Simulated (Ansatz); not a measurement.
# B3DyH12 (Dy(BH4)3): the cost of one run

Program: Ansatz 0.2.0. Level of theory: DFT PBE, plane waves, PAW, molecule in a box with 9 Å of vacuum. These are calculated values, not measurements.

3 further runs of the same task are left out: 2 for a known fault of the program, 1 that didn't finish.

## 1. Where the work starts

16 atoms, charge 0, spin multiplicity 1.

Bond lengths: Dy1–B2 2.461 Å, Dy1–H4 2.262 Å, Dy1–H5 2.262 Å, Dy1–H6 2.307 Å, Dy1–B7 2.461 Å, Dy1–H9 2.262 Å, Dy1–H10 2.262 Å, Dy1–H11 2.307 Å, Dy1–B12 2.461 Å, Dy1–H14 2.262 Å, Dy1–H15 2.262 Å, Dy1–H16 2.307 Å, B2–H3 1.203 Å, B2–H4 1.262 Å, B2–H5 1.262 Å, B2–H6 1.247 Å, B7–H8 1.203 Å, B7–H9 1.262 Å and more. Angles: B2–Dy1–H4 30.6°, B2–Dy1–H5 30.6°, B2–Dy1–H6 30.1°, B2–Dy1–B7 120.0°, B2–Dy1–H9 102.1°, B2–Dy1–H10 102.1°, B2–Dy1–H11 150.1°, B2–Dy1–B12 120.0°, B2–Dy1–H14 130.6°, B2–Dy1–H15 130.6°, B2–Dy1–H16 89.9°, H4–Dy1–H5 52.3°, H4–Dy1–H6 51.9°, H4–Dy1–B7 130.6°, H4–Dy1–H9 102.0°, H4–Dy1–H10 126.7°, H4–Dy1–H11 150.8°, H4–Dy1–B12 102.1° and more.

As a file:

```
Dy    0.00000    0.00000    0.00000
B     2.46101    0.01559    0.00000
H     3.66326   -0.01945    0.00000
H     1.95021   -0.56518    0.99677
H     1.95021   -0.56518   -0.99677
H     1.98874    1.16966    0.00000
B    -1.24401    2.12351    0.00000
H    -1.81478    3.18221    0.00000
H    -0.48564    1.97152    0.99677
H    -0.48564    1.97152   -0.99677
H    -2.00732    1.13747    0.00000
B    -1.21701   -2.13909    0.00000
H    -1.84848   -3.16275    0.00000
H    -1.46457   -1.40634    0.99677
H    -1.46457   -1.40634   -0.99677
H     0.01858   -2.30713    0.00000
```

Formal oxidation states: Dy +3. Each metal's 9 4f electrons lie in its core potential, so multiplicities, spins and levels count the valence alone. In the runs below they are in the valence, and the state is a sextet. An earlier session relaxed this geometry at B3LYP, Dy lcecp-1-SVP with ECP55, B def2-SVP, H def2-SVP (singlet, point group C3h).

## 2. Scalar-relativistic

Input file input.yaml:

```yaml
crystal:
  lattice:
    - [14.67, 0.0, 0.0]
    - [0.0, 15.34, 0.0]
    - [0.0, 0.0, 10.99]
  atoms:
    - { symbol: Dy, position: [0.4435801, 0.49952738, 0.50016106], spin: 5.0 }
    - { symbol: B, position: [0.61133879, 0.50054368, 0.50016106] }
    - { symbol: H, position: [0.69329175, 0.49825945, 0.50016106] }
    - { symbol: H, position: [0.57651875, 0.46268383, 0.59085896] }
    - { symbol: H, position: [0.57651875, 0.46268383, 0.40946315] }
    - { symbol: H, position: [0.57914588, 0.5757764, 0.50016106] }
    - { symbol: B, position: [0.35878119, 0.63795698, 0.50016106] }
    - { symbol: H, position: [0.31987321, 0.70697262, 0.50016106] }
    - { symbol: H, position: [0.41047648, 0.62804889, 0.59085896] }
    - { symbol: H, position: [0.41047648, 0.62804889, 0.40946315] }
    - { symbol: H, position: [0.30674847, 0.57367797, 0.50016106] }
    - { symbol: B, position: [0.36062168, 0.36008214, 0.50016106] }
    - { symbol: H, position: [0.31757669, 0.29335072, 0.50016106] }
    - { symbol: H, position: [0.34374642, 0.40785007, 0.59085896] }
    - { symbol: H, position: [0.34374642, 0.40785007, 0.40946315] }
    - { symbol: H, position: [0.44484731, 0.34912777, 0.50016106] }
basis:
  ecutwfc: 420
  ecutrho_ratio: 4
kpoints:
  mp_grid: { grid: [1, 1, 1] }
hamiltonian:
  xc: pbe
scf:
  occupations: { method: gaussian, width: 0.01 }
output:
  forces: true
  eigenvalues: true
  populations: true
  hubbard: { sites: [{ species: Dy, l: f }] }
magnetization:
  spin_polarized: true
```

Command:

```bash
> ansatz run input.yaml --threads 4 --pin off --max-ram 8192MiB --backend cpu --events-out ev --progress --plain --runs-dir out
```

What time and memory should one allow on 4 threads of Arm Neoverse V1, shared host?

About 41 s, with a peak of 1.7 GiB.
